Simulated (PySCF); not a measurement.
**[Y(NH3)]3+: other functionals and bases at one geometry**

Aim: see how levels, charges and forces of [Y(NH3)]3+ depend on the level of theory. The species was built from a template and needn't be a known compound.

Computed with PySCF 2.14.0. Level: several levels, as the steps say, no spin–orbit coupling.

1 further run of the same task is left out (for a known fault of the program).

### Step 1. Where the work starts

5 atoms, charge 3, spin multiplicity 1.

Bond lengths: Y1–N2 2.268 Å, N2–H3 1.049 Å, N2–H4 1.049 Å, N2–H5 1.049 Å. Angles: Y1–N2–H3 115.8°, Y1–N2–H4 115.8°, Y1–N2–H5 115.8°, H3–N2–H4 102.5°, H3–N2–H5 102.5°, H4–N2–H5 102.5°.

Geometry (Å):

```xyz
5

Y     0.00000    0.00000   -0.28860
N     0.00000    0.00000    1.97976
H     0.94437    0.00004    2.43636
H    -0.47221    0.81783    2.43636
H    -0.47215   -0.81786    2.43636
```

Formal oxidation states: Y +3. An earlier session relaxed this geometry at PBE0, Y def2-SVP with ECP28, N def2-SVP, H def2-SVP (singlet, point group C3v).

At PBE0 on the finer grid: E = -93.424782 Eh, HOMO -28.26 eV, LUMO -20.86 eV, Mulliken charge on Y1 +2.40 e, largest force component 0.008 eV/Å. 

Levels to run: TPSS; revPBE; PBE0, TZVP. Hardware: 2 threads of Arm Neoverse N1, shared host.

### Step 2. TPSS

The input, run.py (the lines that set the calculation):

```python
mol = gto.M(atom='''
Y      0.00000     0.00000    -0.28860
N      0.00000     0.00000     1.97976
H      0.94437     0.00004     2.43636
H     -0.47221     0.81783     2.43636
H     -0.47215    -0.81786     2.43636''',
    basis={'Y': 'def2-SVP', 'N': 'def2-SVP', 'H': 'def2-SVP'},
    ecp={'Y': 'def2-SVP'},
    charge=3, spin=0)
mf = dft.RKS(mol, xc='TPSS')
mf.grids.atom_grid = (75, 302)
mf = mf.density_fit()  # fitting sets: Y def2-universal-JKFIT, N def2-universal-JKFIT, H def2-universal-JKFIT
mf.conv_tol = 1e-08; mf.max_cycle = 55
mf.kernel(dm0)  # dm0: the density of the relaxed state
```

The run is started by

```bash
$ OMP_NUM_THREADS=2 python run.py
```

### Step 3. revPBE

run.py (the lines that set the calculation), as its differences from that of step 2:

```diff
@@ -9,3 +9,3 @@
     charge=3, spin=0)
-mf = dft.RKS(mol, xc='TPSS')
+mf = dft.RKS(mol, xc='PBE_R,PBE')
 mf.grids.atom_grid = (75, 302)
```

### Step 4. PBE0, TZVP

Basis: Y def2-TZVP with ECP28, N def2-TZVP, H def2-TZVP. 

The input, run.py (the lines that set the calculation):

```python
mol = gto.M(atom='''
Y      0.00000     0.00000    -0.28860
N      0.00000     0.00000     1.97976
H      0.94437     0.00004     2.43636
H     -0.47221     0.81783     2.43636
H     -0.47215    -0.81786     2.43636''',
    basis={'Y': 'def2-TZVP', 'N': 'def2-TZVP', 'H': 'def2-TZVP'},
    ecp={'Y': 'def2-TZVP'},
    charge=3, spin=0)
mf = dft.RKS(mol, xc='PBE0')
mf.grids.atom_grid = (75, 302)
mf = mf.density_fit()  # fitting sets: Y def2-universal-JKFIT, N def2-universal-JKFIT, H def2-universal-JKFIT
mf.conv_tol = 1e-08; mf.max_cycle = 55
mf.kernel(dm0)  # dm0: free metal ions and neutral atoms
```

What does the calculation give? Wanted: for each run, HOMO; gap; charge on Y1; dipole; largest force.

The runs gave:

| level | state | HOMO (eV) | gap (eV) | charge on Y1 (e) | dipole (D) | largest force (eV/Å) | basis functions | time |
| --- | --- | --- | --- | --- | --- | --- | --- | --- |
| PBE0 (relaxed here) | singlet | -28.26 | 7.40 | 2.40 | 1.87 | 0.01 | 60 | 4.6 s |
| TPSS | singlet | -26.90 | 5.13 | 2.37 | 2.06 | 0.27 | 60 | 3.6 s |
| revPBE | singlet | -26.85 | 4.87 | 2.35 | 2.20 | 0.36 | 60 | 2.4 s |
| PBE0, TZVP | singlet | -28.19 | 7.34 | 2.47 | 1.91 | 0.37 | 89 | 5.3 s |

Times are on 2 threads of Arm Neoverse N1, shared host; the first row also made further properties. The dipole of a charged species depends on the origin, so these sizes hold for this origin alone.

In one basis the HOMO–LUMO gap runs from 4.87 eV (revPBE) to 7.40 eV (PBE0). The largest leftover force, 0.37 eV/Å with PBE0, TZVP, stands at a geometry relaxed at another level. The Mulliken charge on Y spans +2.35 to +2.47 e over the levels. Total energies of different levels can't be compared. Spin–orbit coupling is left out throughout.
